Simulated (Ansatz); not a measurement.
# ClF2H3OSi (built from SMILES Cl.O[SiH](F)F): a reaction path by the nudged elastic band

Aim: the minimum-energy path between two given structures and its highest point. Both ends were relaxed at PBE0-D4 in triple zeta.

The runs use Ansatz 0.2.0, Gaussian basis; PBE0-D4/def2-SVP.

23 further runs of the same task are left out: 1 that didn't finish, 22 set aside as unsound or not needed.

### 1 Starting geometry

The first end: 8 atoms, charge 0, spin multiplicity 1.

Atoms are counted from 1 here; the program's logs count them from 0.

Bond lengths: Si1–O2 1.626 Å, Si1–F3 1.580 Å, Si1–F4 1.580 Å, Si1–H5 1.461 Å, O2–H8 0.960 Å, H6–Cl7 1.291 Å. Angles: O2–Si1–F3 110.4°, O2–Si1–F4 110.4°, O2–Si1–H5 108.0°, F3–Si1–F4 106.1°, F3–Si1–H5 111.0°, F4–Si1–H5 111.0°, Si1–O2–H8 120.5°.

Coordinates:

```csv
atom,x (Å),y (Å),z (Å)
Si1,-0.6830,-0.0544,-0.8801
O2,0.6202,-0.3709,0.0403
F3,-1.4661,-1.3886,-1.2012
F4,-0.2393,0.5405,-2.2749
H5,-1.5310,0.8886,-0.1546
H6,0.9290,0.4049,1.7892
Cl7,1.0701,0.9542,2.9492
H8,1.3000,-0.9742,-0.2678
```

The second end:

```xyz
8
charge 0, multiplicity 1
Si   -0.96696    0.71545   -0.22605
O     1.51600   -1.06023    0.61117
F    -1.22022   -0.82382   -0.48260
F     0.35523    1.13674   -0.98397
H    -2.08404    1.46358   -0.81167
H     2.07723   -0.68049   -0.06938
Cl   -0.82343    1.10398    1.74317
H     1.14609   -1.85521    0.21933
```

### 2 The band at PBE0-D4/def2-SVP

Input file neb/in.yaml:

```yaml
crystal:
  periodic: [false, false, false]
  atoms:
    - {symbol: Si, position_ang: [-0.682997, -0.054437, -0.880071]}
    - {symbol: O, position_ang: [0.620162, -0.370876, 0.040305]}
    - {symbol: F, position_ang: [-1.466075, -1.388622, -1.201242]}
    - {symbol: F, position_ang: [-0.239290, 0.540471, -2.274938]}
    - {symbol: H, position_ang: [-1.531034, 0.888626, -0.154577]}
    - {symbol: H, position_ang: [0.928957, 0.404925, 1.789151]}
    - {symbol: Cl, position_ang: [1.070128, 0.954159, 2.949189]}
    - {symbol: H, position_ang: [1.300050, -0.974245, -0.267818]}
basis:
  gaussian: {orbitals: def2-SVP}
hamiltonian: {xc: pbe0, dispersion: d4}
neb:
  images: 5
  climbing: true
  max_iterations: 40
  initial_path: idpp
  final_atoms:
    - {symbol: Si, position_ang: [-0.966960, 0.715446, -0.226053]}
    - {symbol: O, position_ang: [1.515996, -1.060232, 0.611169]}
    - {symbol: F, position_ang: [-1.220216, -0.823824, -0.482600]}
    - {symbol: F, position_ang: [0.355230, 1.136744, -0.983973]}
    - {symbol: H, position_ang: [-2.084042, 1.463580, -0.811667]}
    - {symbol: H, position_ang: [2.077235, -0.680486, -0.069381]}
    - {symbol: Cl, position_ang: [-0.823432, 1.103981, 1.743174]}
    - {symbol: H, position_ang: [1.146089, -1.855209, 0.219331]}
```

Launch:

```bash
> ansatz run in.yaml --threads 4 --pin off --events-out ev --progress --plain --max-ram 9574MiB
```

**Question.** What will these runs give? Wanted: from earlier runs: barrier over the separately found saddle, CCSD(T)/def2-TZVPP.

As calculated:

| quantity | value |
| --- | --- |
| PBE0-D4/def2-SVP, 32 iterations | highest 17.0 kcal/mol (image 2), last end +3.1 kcal/mol |
| from earlier runs: barrier over the separately found saddle, CCSD(T)/def2-TZVPP | 26.5 kcal/mol |

In words: The highest image lies 17.0 kcal/mol above the first end, and it climbed, so it estimates the saddle. The ends are not quite minima at this level (largest force component 0.99 eV/Å), so the heights are unreliable: relaxing the first end would lower it and raise the barrier above it. The highest image is 9.5 kcal/mol below the CCSD(T) barrier in triple zeta, which comes from separate runs on the saddle.
